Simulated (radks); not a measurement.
**Fractional charge and spin in the 2p shell of silicon**

Aim: the energy as the spin-up occupation of 2p runs from 2 to 3 and the spin-down one from 2 to 3, against the two flat planes that join the four corners. Added charge counts from the emptiest corner (up 2, down 2).

Method: scalar-relativistic Kohn-Sham, r2SCAN, spin-polarised, spherical densities, finite nucleus. Code: radks (a radial shooting solver on a logarithmic mesh, Libxc functionals) version 1.

### Step 1. The atom as given

- element: silicon (Z = 14)
- configuration: [He] 2s2 3s(up 0.5, down 0.5) 2p(up 3, down 3)
- nuclear rms radius: 3.1224 fm

In the logs a row gives level, spin channel, occupation and eigenvalue; Etot, Ekin, Encl (electron-nucleus), Eh (Hartree) and Exc are energies, all in hartree; err is the last residual, it the number of iterations.

A shell typed twice in an input gives spin up, then spin down.

### Step 2. 2p: up 3, down 3

Settings of this run:

```text
Z 14
configuration [He] 2s2 3s0.5 3s0.5 2p3 2p3
relativity scalar-relativistic
functional r2scan,r2scan
spin polarised
nucleus finite rms 3.1224 fm
c 137.035999084
```

Output:

```text
1s      1   1.0000         -67.43209838
2s      1   1.0000          -6.61181239
3s      1   0.5000          -1.44338317
2p      1   3.0000          -4.92888795
1s      2   1.0000         -67.43209838
2s      2   1.0000          -6.61181239
3s      2   0.5000          -1.44338317
2p      2   3.0000          -4.92888795
Etot -287.8272877387444
Ekin 288.61424841963253
Encl -672.5046968230047
Eh 115.98550322529475
Exc -19.922342560667033
err 3.052711094772898e-07
it 14
```

The top filled level is 3s, -39.276 eV.

Sizes of the orbitals, from the radial functions (bohr):

```tsv
level	occupation	energy (eV)	<r>	outermost maximum (interpolated)	90 % within	nodes
1s	2	-1834.9	0.1113	0.0726	0.199	0
2s	2	-179.92	0.5637	0.453	0.887	1
2p	6	-134.12	0.5330	0.388	0.893	0
3s	1	-39.276	1.870	1.65	2.76	2
```

Radial density 4πr²ρ:

```tsv
r (bohr)	4πr²ρ (e/bohr)
0.00358	0.2667
0.00510	0.5150
0.00731	0.9909
0.0104	1.831
0.0148	3.264
0.0210	5.525
0.0301	8.779
0.0428	12.45
0.0609	15.30
0.0872	15.51
0.124	12.69
0.176	9.823
0.251	10.75
0.359	13.94
0.511	12.92
0.727	7.059
1.04	2.147
1.48	0.8525
2.11	0.5249
2.99	0.1308
4.29	0.007015
```

### Step 3. 2p: up 3, down 2.75

Settings of this run:

```text
Z 14
configuration [He] 2s2 3s0.5 3s0.5 2p3 2p2.75
relativity scalar-relativistic
functional r2scan,r2scan
spin polarised
nucleus finite rms 3.1224 fm
c 137.035999084
```

Output:

```text
1s      1   1.0000         -67.87092883
2s      1   1.0000          -6.95261052
3s      1   0.5000          -1.59202488
2p      1   3.0000          -5.28147604
1s      2   1.0000         -67.85206347
2s      2   1.0000          -6.91873543
3s      2   0.5000          -1.58936576
2p      2   2.7500          -5.24222733
Etot -286.5561330210866
Ekin 287.35146360273177
Encl -666.5649788277577
Eh 112.25085478838048
Exc -19.593472584441145
err 3.500361745784237e-07
it 17
```

Energy against step 2 (2p: up 3, down 3): +34.590 eV. Highest occupied level: 3s down at -43.249 eV.

### Step 4. 2p: up 3, down 2.5

Settings of this run:

```text
Z 14
configuration [He] 2s2 3s0.5 3s0.5 2p3 2p2.5
relativity scalar-relativistic
functional r2scan,r2scan
spin polarised
nucleus finite rms 3.1224 fm
c 137.035999084
```

Output:

```text
1s      1   1.0000         -68.32074866
2s      1   1.0000          -7.29986103
3s      1   0.5000          -1.74538269
2p      1   3.0000          -5.64174760
1s      2   1.0000         -68.28212440
2s      2   1.0000          -7.23009404
3s      2   0.5000          -1.73968111
2p      2   2.5000          -5.56073925
Etot -285.2059932612725
Ekin 286.0100746100103
Encl -660.4720926207017
Eh 108.52114864350582
Exc -19.265123894086987
err 6.628162408714129e-07
it 17
```

E − E(step 2, 2p: up 3, down 3) = +71.329 eV. Highest occupied level: 3s down at -47.339 eV.

### Step 5. 2p: up 3, down 2.25

Settings of this run:

```text
Z 14
configuration [He] 2s2 3s0.5 3s0.5 2p3 2p2.25
relativity scalar-relativistic
functional r2scan,r2scan
spin polarised
nucleus finite rms 3.1224 fm
c 137.035999084
```

Output:

```text
1s      1   1.0000         -68.78143876
2s      1   1.0000          -7.65344445
3s      1   0.5000          -1.90334083
2p      1   3.0000          -6.00959253
1s      2   1.0000         -68.72203443
2s      2   1.0000          -7.54556687
3s      2   0.5000          -1.89419765
2p      2   2.2500          -5.88404261
Etot -283.775621369457
Ekin 284.5888568633106
Encl -654.2276791075744
Eh 104.8013718644333
Exc -18.93817098962645
err 8.899946011618577e-07
it 17
```

Energy against step 2 (2p: up 3, down 3): +110.251 eV. Highest occupied level: 3s down at -51.544 eV.

### Step 6. 2p: up 3, down 2

Settings of this run:

```text
Z 14
configuration [He] 2s2 3s0.5 3s0.5 2p3 2p2
relativity scalar-relativistic
functional r2scan,r2scan
spin polarised
nucleus finite rms 3.1224 fm
c 137.035999084
```

Output:

```text
1s      1   1.0000         -69.25289216
2s      1   1.0000          -8.01325360
3s      1   0.5000          -2.06579576
2p      1   3.0000          -6.38491351
1s      2   1.0000         -69.17149994
2s      2   1.0000          -7.86482696
3s      2   0.5000          -2.05279232
2p      2   2.0000          -6.21168633
Etot -282.26387317533386
Ekin 283.0866935749916
Encl -647.8333006566077
Eh 101.09629878213734
Exc -18.613564875855158
err 9.65316451440542e-07
it 17
```

E − E(step 2, 2p: up 3, down 3) = +151.388 eV. 3s down is the highest filled level (-55.859 eV).

### Step 7. 2p: up 2.75, down 2.75

Settings of this run:

```text
Z 14
configuration [He] 2s2 3s0.5 3s0.5 2p2.75 2p2.75
relativity scalar-relativistic
functional r2scan,r2scan
spin polarised
nucleus finite rms 3.1224 fm
c 137.035999084
```

Output:

```text
1s      1   1.0000         -68.30269331
2s      1   1.0000          -7.26615158
3s      1   0.5000          -1.74261776
2p      1   2.7500          -5.60250457
1s      2   1.0000         -68.30269331
2s      2   1.0000          -7.26615158
3s      2   0.5000          -1.74261776
2p      2   2.7500          -5.60250457
Etot -285.1958713346656
Ekin 285.99927375162355
Encl -660.4564904847955
Eh 108.5153284730442
Exc -19.253983074537864
err 3.476376849168656e-07
it 14
```

E − E(step 2, 2p: up 3, down 3) = +71.604 eV. 3s is the highest filled level (-47.419 eV).

### Step 8. 2p: up 2.75, down 2.5

Settings of this run:

```text
Z 14
configuration [He] 2s2 3s0.5 3s0.5 2p2.75 2p2.5
relativity scalar-relativistic
functional r2scan,r2scan
spin polarised
nucleus finite rms 3.1224 fm
c 137.035999084
```

Output:

```text
1s      1   1.0000         -68.76421729
2s      1   1.0000          -7.61990216
3s      1   0.5000          -1.90047905
2p      1   2.7500          -5.97036429
1s      2   1.0000         -68.74445574
2s      2   1.0000          -7.58400035
3s      2   0.5000          -1.89743523
2p      2   2.5000          -5.92859397
Etot -283.75471651733386
Ekin 284.56655324300516
Encl -654.1958190033228
Eh 104.78977500615603
Exc -18.915225763172323
err 1.2355077673626853e-06
it 16
```

E − E(step 2, 2p: up 3, down 3) = +110.820 eV. The top filled level is 3s down, -51.632 eV.

### Step 9. 2p: up 2.75, down 2.25

Settings of this run:

```text
Z 14
configuration [He] 2s2 3s0.5 3s0.5 2p2.75 2p2.25
relativity scalar-relativistic
functional r2scan,r2scan
spin polarised
nucleus finite rms 3.1224 fm
c 137.035999084
```

Output:

```text
1s      1   1.0000         -69.23652448
2s      1   1.0000          -7.97987830
3s      1   0.5000          -2.06284559
2p      1   2.7500          -6.34570617
1s      2   1.0000         -69.19598124
2s      2   1.0000          -7.90584511
3s      2   0.5000          -2.05635690
2p      2   2.2500          -6.25937614
Etot -282.23144779533163
Ekin 283.0521040830197
Encl -647.784477372221
Eh 101.07899796031631
Exc -18.578072466446663
err 4.235040900360948e-07
it 17
```

Energy against step 2 (2p: up 3, down 3): +152.271 eV. Highest occupied level: 3s down at -55.956 eV.

### Step 10. 2p: up 2.75, down 2

Settings of this run:

```text
Z 14
configuration [He] 2s2 3s0.5 3s0.5 2p2.75 2p2
relativity scalar-relativistic
functional r2scan,r2scan
spin polarised
nucleus finite rms 3.1224 fm
c 137.035999084
```

Output:

```text
1s      1   1.0000         -69.71951577
2s      1   1.0000          -8.34598198
3s      1   0.5000          -2.22962377
2p      1   2.7500          -6.72844149
1s      2   1.0000         -69.65698538
2s      2   1.0000          -8.23136766
3s      2   0.5000          -2.21926900
2p      2   2.0000          -6.59441114
Etot -280.62494424274587
Ekin 281.4548345479432
Encl -641.2239219553499
Eh 97.38761475519885
Exc -18.24347159053807
err 5.521568860414289e-07
it 17
```

E − E(step 2, 2p: up 3, down 3) = +195.986 eV. The top filled level is 3s down, -60.389 eV.

### Step 11. 2p: up 2.5, down 2.5

Settings of this run:

```text
Z 14
configuration [He] 2s2 3s0.5 3s0.5 2p2.5 2p2.5
relativity scalar-relativistic
functional r2scan,r2scan
spin polarised
nucleus finite rms 3.1224 fm
c 137.035999084
```

Output:

```text
1s      1   1.0000         -69.21759398
2s      1   1.0000          -7.94413458
3s      1   0.5000          -2.05970356
2p      1   2.5000          -6.30393970
1s      2   1.0000         -69.21759398
2s      2   1.0000          -7.94413458
3s      2   0.5000          -2.05970356
2p      2   2.5000          -6.30393970
Etot -282.2206625599591
Ekin 283.0405962755343
Encl -647.7682167936173
Eh 101.0732230799461
Exc -18.56626512182224
err 3.9689376064184073e-07
it 14
```

Energy against step 2 (2p: up 3, down 3): +152.564 eV. Highest occupied level: 3s at -56.047 eV.

### Step 12. 2p: up 2.5, down 2.25

Settings of this run:

```text
Z 14
configuration [He] 2s2 3s0.5 3s0.5 2p2.5 2p2.25
relativity scalar-relativistic
functional r2scan,r2scan
spin polarised
nucleus finite rms 3.1224 fm
c 137.035999084
```

Output:

```text
1s      1   1.0000         -69.70143561
2s      1   1.0000          -8.31039627
3s      1   0.5000          -2.22639190
2p      1   2.5000          -6.68668379
1s      2   1.0000         -69.68065537
2s      2   1.0000          -8.27225429
3s      2   0.5000          -2.22294509
2p      2   2.2500          -6.64211724
Etot -280.6026347499238
Ekin 281.4310322466682
Encl -641.1906962368131
Eh 97.37614168510284
Exc -18.21911244488178
err 1.1175176523643245e-06
it 16
```

E − E(step 2, 2p: up 3, down 3) = +196.593 eV. 3s down is the highest filled level (-60.489 eV).

### Step 13. 2p: up 2.5, down 2

Settings of this run:

```text
Z 14
configuration [He] 2s2 3s0.5 3s0.5 2p2.5 2p2
relativity scalar-relativistic
functional r2scan,r2scan
spin polarised
nucleus finite rms 3.1224 fm
c 137.035999084
```

Output:

```text
1s      1   1.0000         -70.19588749
2s      1   1.0000          -8.68269469
3s      1   0.5000          -2.39741509
2p      1   2.5000          -7.07674438
1s      2   1.0000         -70.15312545
2s      2   1.0000          -8.60395026
3s      2   0.5000          -2.39009774
2p      2   2.0000          -6.98446761
Etot -278.89953349729706
Ekin 279.7367892271785
Encl -634.4646223822434
Eh 93.7030140878365
Exc -17.87471443006868
err 2.683206384594093e-07
it 17
```

E − E(step 2, 2p: up 3, down 3) = +242.937 eV. Highest occupied level: 3s down at -65.038 eV.

### Step 14. 2p: up 2.25, down 2.25

Settings of this run:

```text
Z 14
configuration [He] 2s2 3s0.5 3s0.5 2p2.25 2p2.25
relativity scalar-relativistic
functional r2scan,r2scan
spin polarised
nucleus finite rms 3.1224 fm
c 137.035999084
```

Output:

```text
1s      1   1.0000         -70.17595857
2s      1   1.0000          -8.64470061
3s      1   0.5000          -2.39387646
2p      1   2.2500          -7.03217923
1s      2   1.0000         -70.17595857
2s      2   1.0000          -8.64470061
3s      2   0.5000          -2.39387646
2p      2   2.2500          -7.03217923
Etot -278.88800803164906
Ekin 279.72449049423585
Encl -634.4476566143643
Eh 93.69731928327559
Exc -17.862161194796215
err 4.230117498401936e-07
it 14
```

E − E(step 2, 2p: up 3, down 3) = +243.250 eV. The top filled level is 3s, -65.141 eV.

### Step 15. 2p: up 2.25, down 2

Settings of this run:

```text
Z 14
configuration [He] 2s2 3s0.5 3s0.5 2p2.25 2p2
relativity scalar-relativistic
functional r2scan,r2scan
spin polarised
nucleus finite rms 3.1224 fm
c 137.035999084
```

Output:

```text
1s      1   1.0000         -70.68180304
2s      1   1.0000          -9.02309877
3s      1   0.5000          -2.56907298
2p      1   2.2500          -7.42948544
1s      2   1.0000         -70.65982610
2s      2   1.0000          -8.98248582
3s      2   0.5000          -2.56519995
2p      2   2.0000          -7.38177334
Etot -277.08648789952133
Ekin 277.931430232237
Encl -627.5566539897536
Eh 90.04690080856142
Exc -17.50816495056612
err 9.034948017705659e-07
it 16
```

E − E(step 2, 2p: up 3, down 3) = +292.272 eV. The top filled level is 3s down, -69.803 eV.

### Step 16. 2p: up 2, down 2

Settings of this run:

```text
Z 14
configuration [He] 2s2 3s0.5 3s0.5 2p2 2p2
relativity scalar-relativistic
functional r2scan,r2scan
spin polarised
nucleus finite rms 3.1224 fm
c 137.035999084
```

Output:

```text
1s      1   1.0000         -71.17700334
2s      1   1.0000          -9.36689298
3s      1   0.5000          -2.74450361
2p      1   2.0000          -7.78625545
1s      2   1.0000         -71.17700334
2s      2   1.0000          -9.36689298
3s      2   0.5000          -2.74450361
2p      2   2.0000          -7.78625545
Etot -275.18474643515924
Ekin 276.0377253039054
Encl -620.5012471361676
Eh 86.42354506635809
Exc -17.14476966925507
err 4.3098846813169967e-07
it 14
```

Energy against step 2 (2p: up 3, down 3): +344.021 eV. Highest occupied level: 3s at -74.682 eV.

### Step 17. Summary of results

```tsv
down \ up	2	2.25	2.5	2.75	3
2	0.000	-3.591	-4.768	-3.561	0.000
2.25	-3.591	-4.454	-2.954	0.882	-3.290
2.5	-4.768	-2.954	1.176	-2.721	-4.365
2.75	-3.561	0.882	-2.721	-4.090	-3.257
3	0.000	-3.290	-4.365	-3.257	0.000
```

In words: The table gives the energy in eV minus the planes, whose edge runs along up + down = one added electron; mirror points follow by spin symmetry. With half an added electron in each spin it lies 1.18 eV above the planes. With half an electron added in spin up alone it lies 4.77 eV below them. The planes are only a guide here: the condition holds for ground states with one frontier orbital, and this shell is degenerate.
